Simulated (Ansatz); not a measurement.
## NaLaS₂, space group P4/mmm: a convergence test of the k-point mesh

Program: the Ansatz DFT code, driven from Python.

`run_kconv.py`
```python
# -*- coding: utf-8 -*-
"""Convergence of NaLaS2 with the k-point mesh."""

import logging
import sys

import ansatz as az

logging.basicConfig(stream=sys.stdout, format="[%(levelname)s] %(message)s")
logger = logging.getLogger("ansatz_job")
logger.setLevel(logging.INFO)

xtal = (
    az.Lattice.of((4.20197, 0.0, 0.0), (0.0, 4.20197, 0.0), (0.0, 0.0, 5.655611))
    .atom("Na", (0.0, 0.0, 0.0))
    .atom("La", (0.5, 0.5, 0.5))
    .atom("S", (0.0, 0.0, 0.5))
    .atom("S", (0.5, 0.5, 0.0))
)

setup = xtal.calculation()
setup = setup.occupations("fixed").scf(tolerance=1e-10)
setup = setup.functional("r2scan")
setup = setup.basis(500)
setup = setup.stress()

rows = []
for value in [0.9, 0.7, 0.55, 0.45, 0.35]:
    rep = setup.kpoints(spacing=value).run().report
    rows.append((value, rep["free_energy_ev"] / len(rep["lattice"]["sites"]), rep["n_iterations"], sum(rep["stress_gpa"][i][i] for i in range(3)) / 3, rep["n_kpoints"]))

logger.info("spacing (1/A)   F/atom (eV)    iterations       P (GPa)      k-points")
for row in rows:
    logger.info(f"{str(row[0]):>12s}  {row[1]:12.5f}  {row[2]:12d}  {row[3]:12.3f}  {row[4]:12d}")

# differences from the last row
for row in rows[:-1]:
    shift = 1000 * (row[1] - rows[-1][1])
    logger.info(f"{row[0]}: {shift:+.2f} meV/atom" + ("  (within 2 meV)" if abs(shift) < 2 else ""))
```

```console
$ python run_kconv.py
[INFO] spacing (1/A)   F/atom (eV)    iterations       P (GPa)      k-points
[INFO]          0.9   -2393.17703             9         1.216             6
[INFO]          0.7   -2393.25680             9         0.319             6
[INFO]         0.55   -2393.28196             9         0.024             6
[INFO]         0.45   -2393.29045             9        -0.108            12
[INFO]         0.35   -2393.29445             9        -0.175            18
[INFO] 0.9: +117.42 meV/atom
[INFO] 0.7: +37.66 meV/atom
[INFO] 0.55: +12.49 meV/atom
[INFO] 0.45: +4.00 meV/atom
```

Caveats:
- Pressure is positive in compression.
- The structure comes from a database of computed cells and needn't be a stable or known phase.
- Shifts are counted from the finest mesh, which is itself no proven limit.
- Run time: 29 s on 1 thread of Arm Neoverse V1 (shared host), peak memory 0.64 GiB.
